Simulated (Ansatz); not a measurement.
**C6H18B2O2: small, medium and large basis sets**

An exercise on one series of results from a longer session: the logs are not shown, and one member is left open.

Program: Ansatz 0.2.0, Gaussian basis. Level of theory: one geometry, several basis sets. These are calculated values, not measurements.

The runs, in order: PBE0-D4/def2-SVP; ωB97M-V/def2-SVP; PBE0-D4/def2-QZVPP; ωB97M-V/def2-QZVPP; the functionals' def2-TZVPP values are taken from earlier runs.

### Structure used throughout

All runs share one geometry, relaxed beforehand with PBE0-D4 in a triple-zeta def2 set.

SMILES `CC[B@H-]1[O+](C)[B@@H-](CC)[O+]1C`, 28 atoms, charge 0, spin multiplicity 1.

Atoms are counted from 1 here; the program's logs count them from 0.

Bond lengths: C1–C2 1.525 Å, C1–H11 1.093 Å, C1–H12 1.093 Å, C1–H13 1.093 Å, C2–B3 1.582 Å, C2–H14 1.098 Å, C2–H15 1.098 Å, B3–O4 1.551 Å, B3–O9 1.552 Å, B3–H16 1.214 Å, O4–C5 1.415 Å, O4–B6 1.548 Å, C5–H17 1.090 Å, C5–H18 1.093 Å, C5–H19 1.090 Å, B6–C7 1.581 Å, B6–O9 1.552 Å, B6–H20 1.215 Å and more. Angles: C2–C1–H11 111.2°, C2–C1–H12 111.2°, C2–C1–H13 112.2°, H11–C1–H12 107.0°, H11–C1–H13 107.5°, H12–C1–H13 107.5°, C1–C2–B3 115.4°, C1–C2–H14 110.0°, C1–C2–H15 110.0°, B3–C2–H14 108.2°, B3–C2–H15 108.2°, H14–C2–H15 104.5°, C2–B3–O4 114.1°, C2–B3–O9 114.1°, C2–B3–H16 117.4°, O4–B3–O9 87.9°, O4–B3–H16 109.8°, O9–B3–H16 109.8° and more.

The first run:

in.yaml

```yaml
crystal:
  periodic: [false, false, false]
  atoms:
    - {symbol: C, position_ang: [2.384750, -0.588722, 1.236185]}
    - {symbol: C, position_ang: [2.141896, 0.873641, 0.879793]}
    - {symbol: B, position_ang: [0.723308, 1.193848, 0.258146]}
    - {symbol: O, position_ang: [-0.467880, 0.613543, 1.064720]}
    - {symbol: C, position_ang: [-1.279230, 1.475416, 1.839891]}
    - {symbol: B, position_ang: [-1.037512, -0.046576, -0.213856]}
    - {symbol: C, position_ang: [-1.345605, -1.588025, -0.046872]}
    - {symbol: C, position_ang: [-1.656213, -2.285333, -1.368094]}
    - {symbol: O, position_ang: [0.316527, 0.256474, -0.910205]}
    - {symbol: C, position_ang: [0.338900, 0.758947, -2.234064]}
    - {symbol: H, position_ang: [2.293883, -1.230025, 0.355463]}
    - {symbol: H, position_ang: [1.653837, -0.943729, 1.967577]}
    - {symbol: H, position_ang: [3.379478, -0.750363, 1.659901]}
    - {symbol: H, position_ang: [2.277235, 1.504662, 1.768454]}
    - {symbol: H, position_ang: [2.910469, 1.221652, 0.176720]}
    - {symbol: H, position_ang: [0.492874, 2.347409, -0.041276]}
    - {symbol: H, position_ang: [-0.672103, 1.891291, 2.644341]}
    - {symbol: H, position_ang: [-1.680399, 2.282083, 1.221200]}
    - {symbol: H, position_ang: [-2.095775, 0.891839, 2.265741]}
    - {symbol: H, position_ang: [-1.907755, 0.651413, -0.695318]}
    - {symbol: H, position_ang: [-0.502528, -2.085616, 0.447317]}
    - {symbol: H, position_ang: [-2.202398, -1.699481, 0.630641]}
    - {symbol: H, position_ang: [-1.919503, -3.337084, -1.228832]}
    - {symbol: H, position_ang: [-2.490647, -1.803539, -1.886479]}
    - {symbol: H, position_ang: [-0.794550, -2.259446, -2.042188]}
    - {symbol: H, position_ang: [-0.280962, 1.655516, -2.312444]}
    - {symbol: H, position_ang: [1.370399, 0.997437, -2.494869]}
    - {symbol: H, position_ang: [-0.037596, -0.012631, -2.905194]}
basis:
  gaussian: {orbitals: def2-SVP}
hamiltonian: {xc: pbe0, dispersion: d4}
output: {orbitals: {seedname: orbitals}}
```

Steps of the session up to this table: PBE0-D4 in def2-SVP; ωB97M-V in def2-SVP; PBE0-D4 in def2-QZVPP; ωB97M-V in def2-QZVPP.

One of the session's tables, all rows but one given; the rest of the session is left out.

It belongs to the step «Functionals by basis». 

| functional | basis | HOMO (eV) | LUMO (eV) |
| --- | --- | --- | --- |
| PBE0-D4 | def2-SVP | -7.34 | 1.52 |
| PBE0-D4 | def2-TZVPP | -7.43 | 1.04 |
| PBE0-D4 | def2-QZVPP | -7.44 | 0.68 |
| ωB97M-V | def2-SVP | ? | ? |
| ωB97M-V | def2-TZVPP | -9.77 | 2.45 |
| ωB97M-V | def2-QZVPP | -9.78 | 1.65 |

**Question.** Estimate the row for ωB97M-V, def2-SVP.

As computed: HOMO (eV): -9.67; LUMO (eV): 3.25. In the column «HOMO (eV)» it lies between ωB97M-V, def2-TZVPP (-9.77) and PBE0-D4, def2-QZVPP (-7.44).
